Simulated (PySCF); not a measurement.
# A diatomic session: BeS−

One table from this session's results is given with a row withheld; the runs are named, their logs left out.

Method: Be aug-cc-pVDZ-DK, S aug-cc-pVDZ-DK, spin-free X2C with a Gaussian nucleus; program: PySCF 2.14.0.

1 further run of the same task is left out (set aside as unsound or not needed).

Set-up of the first run:

A driver script around PySCF takes these settings:

```json
{"atoms": "Be, S", "charge": "-1", "basis": "Be aug-cc-pVDZ-DK, S aug-cc-pVDZ-DK", "Hamiltonian": "spin-free X2C with a Gaussian nucleus", "basis functions": "50", "electrons treated": "21", "masses in u": "9.0122, 31.9721", "levels": "PBE0, PBE, r²SCAN, MN15, PW91, M06-2X, HSE06, HF, MP2, SCS-MP2, CCSD, CCSD(T)", "grid": "80 radial by 434 angular points", "occupations": "held fixed by the projection of orbital angular momentum", "dissociation limit": "Be + S−, each in its ground configuration", "starting distance in angstrom": "2.045", "values of 2S to try": "1, 3"}
```

Launch:

```sh
OMP_NUM_THREADS=1 python dia.py task.json out
```

Among the steps run: Set-up; First curve: PBE0; PBE (GGA); r²SCAN; MN15; PW91 (GGA); M06-2X; HSE06 (range-separated hybrid); UHF (mean field); Adding correlation.

One table of the session follows, with a row left open; its other results are not shown here.

It belongs to the step «The curves together». Energy (eV) from each level's lowest point:

| R (Å) | UHF | UHF-MP2 | UHF-SCS-MP2 | UHF-CCSD | UHF-CCSD(T) |
| --- | --- | --- | --- | --- | --- |
| 1.566 | 1.018 | 1.086 | 1.086 | n/a | n/a |
| 1.639 | 0.463 | 0.515 | 0.516 | 0.506 | 0.528 |
| 1.712 | ? | ? | ? | ? | ? |
| 1.766 | 0.034 | 0.051 | 0.051 | 0.048 | 0.055 |
| 1.821 | 0.000 | 0.000 | 0.000 | 0.000 | 0.000 |
| 1.876 | 0.031 | 0.013 | 0.012 | 0.015 | 0.008 |
| 1.948 | 0.148 | 0.107 | 0.104 | 0.112 | 0.094 |
| 2.039 | 0.383 | 0.312 | 0.305 | 0.317 | 0.286 |
| 2.149 | 0.743 | 0.642 | 0.628 | 0.641 | 0.594 |
| 2.295 | 1.275 | 1.173 | 1.142 | n/a | n/a |

**Question.** Estimate the row for R (Å) = 1.712.

Worked estimate for «UHF». A straight line through the neighbours (1.639, 0.463) and (1.766, 0.034) gives 0.463 + (0.034 − 0.463) × (1.712 − 1.639) / (1.766 − 1.639) = 0.216; a parabola fitted to 4 rows on both sides gives 0.139.

**Answer.** UHF: 0.148; UHF-MP2: 0.181; UHF-SCS-MP2: 0.182; UHF-CCSD: 0.176; UHF-CCSD(T): 0.190. In «UHF» the line misses by +0.068 and the parabola by -0.009.
